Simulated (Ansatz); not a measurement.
# C₂H₈SiSn: one species, many methods

How much do the methods differ for C₂H₈SiSn? The plan is to run it at one geometry with functionals of several rungs and with coupled cluster, and see how far each lands from CCSD(T) at the basis-set limit for the atomisation energy.

The runs use Ansatz 0.2.0, Gaussian basis; functionals in def2-TZVPP, the program's frozen cores in correlated methods.

Levels to be run: PBE-D4, r2SCAN-D4, PBE0-D4, B3LYP-D4, ωB97X-V, ωB97M-V, B2PLYP; CCSD(T)/def2-TZVPP; MP2/def2-QZVPP; extrapolation to the limit.

## Step 1: The geometry

The geometry comes from an earlier relaxation with PBE0-D4 in a triple-zeta def2 set; it is a stationary point, not always the lowest conformer. Sn takes the def2 core potential; no spin-orbit term is included.

SMILES `[SnH3][CH]1C[SiH2]1`, 12 atoms, charge 0, spin multiplicity 1.

Atoms are counted from 1 here; the program's logs count them from 0.

Bond lengths: Sn1–C2 2.122 Å, Sn1–H5 1.708 Å, Sn1–H6 1.712 Å, Sn1–H7 1.710 Å, C2–C3 1.549 Å, C2–Si4 1.846 Å, C2–H8 1.087 Å, C3–Si4 1.845 Å, C3–H9 1.086 Å, C3–H10 1.086 Å, Si4–H11 1.478 Å, Si4–H12 1.478 Å. Angles: C2–Sn1–H5 110.3°, C2–Sn1–H6 110.8°, C2–Sn1–H7 107.7°, H5–Sn1–H6 109.4°, H5–Sn1–H7 109.8°, H6–Sn1–H7 108.8°, Sn1–C2–C3 119.3°, Sn1–C2–Si4 122.0°, Sn1–C2–H8 112.4°, C3–C2–Si4 65.1°, C3–C2–H8 114.5°, Si4–C2–H8 115.8°, C2–C3–Si4 65.2°, C2–C3–H9 116.1°, C2–C3–H10 117.2°, Si4–C3–H9 119.1°, Si4–C3–H10 119.3°, H9–C3–H10 112.3° and more.

## Step 2: PBE-D4 (GGA)

Contents of in.yaml:

```yaml
crystal:
  periodic: [false, false, false]
  atoms:
    - {symbol: Sn, position_ang: [-1.860469, 0.155798, 0.295844]}
    - {symbol: C, position_ang: [0.175332, 0.625377, -0.078128]}
    - {symbol: C, position_ang: [1.280689, -0.084904, 0.742580]}
    - {symbol: Si, position_ang: [1.273221, -0.489562, -1.057219]}
    - {symbol: H, position_ang: [-2.838221, 0.678771, -1.003592]}
    - {symbol: H, position_ang: [-2.399666, 0.892788, 1.743946]}
    - {symbol: H, position_ang: [-1.980150, -1.542347, 0.462426]}
    - {symbol: H, position_ang: [0.335530, 1.691270, -0.221487]}
    - {symbol: H, position_ang: [2.066390, 0.551937, 1.138141]}
    - {symbol: H, position_ang: [0.962567, -0.838353, 1.457485]}
    - {symbol: H, position_ang: [0.755010, -1.797103, -1.512864]}
    - {symbol: H, position_ang: [2.306868, 0.101227, -1.933229]}
basis:
  gaussian: {orbitals: def2-TZVPP}
hamiltonian: {xc: pbe, dispersion: d4}
output: {forces: true, orbitals: {seedname: orbitals}}
```

On the command line:

```
> ansatz run in.yaml --threads 4 --pin off --events-out ev --progress --plain --max-ram 10444MiB
```

The runs that follow: r2SCAN-D4 (meta-GGA); PBE0-D4 (hybrid); B3LYP-D4 (hybrid); ωB97X-V (range-separated); ωB97M-V (range-separated); B2PLYP (double hybrid); CCSD(T) in def2-TZVPP; MP2 in def2-QZVPP.

**Question.** What will the summary of the whole plan be? Wanted: atomisation energy, CCSD(T)/CBS; farthest; mean size of error, hybrid; mean size of error, range-separated; gap, smallest and largest; T1 diagnostic; triples share of the correlation energy.

As calculated:

| quantity | value |
| --- | --- |
| atomisation energy, CCSD(T)/CBS | 914.8 kcal/mol |
| functionals within 9.1 kcal/mol (1.0 %) | PBE-D4, r2SCAN-D4, PBE0-D4, B3LYP-D4, ωB97X-V, ωB97M-V |
| farthest | B2PLYP (-17.9 kcal/mol) |
| mean size of error, hybrid | 6.3 kcal/mol |
| mean size of error, range-separated | 2.7 kcal/mol |
| gap, smallest and largest | 4.95 eV (PBE-D4), 10.86 eV (ωB97X-V) |
| T1 diagnostic | 0.0125 |
| triples share of the correlation energy | 3.6 % |

PBE-D4 is off by +0.9 kcal/mol. Double hybrids carry the basis error of their MP2 part in triple zeta, and no dispersion term here, so their miss is partly the set-up's. The reference freezes the cores and leaves out spin-orbit coupling and excitations past (T), and its outer-core shells are covered unevenly, so misses under about 9.1 kcal/mol can't be ranked. All levels share the lack of spin-orbit coupling, which lowers the free heavy atoms and so the true binding. Hartree-Fock recovers 73 % of the binding; the rest is correlation. The gap grows from 4.9 to 10.9 eV across the functionals, mostly with the share of exact exchange. Correlated methods include outer-core shells of Sn, which these sets cover unevenly.
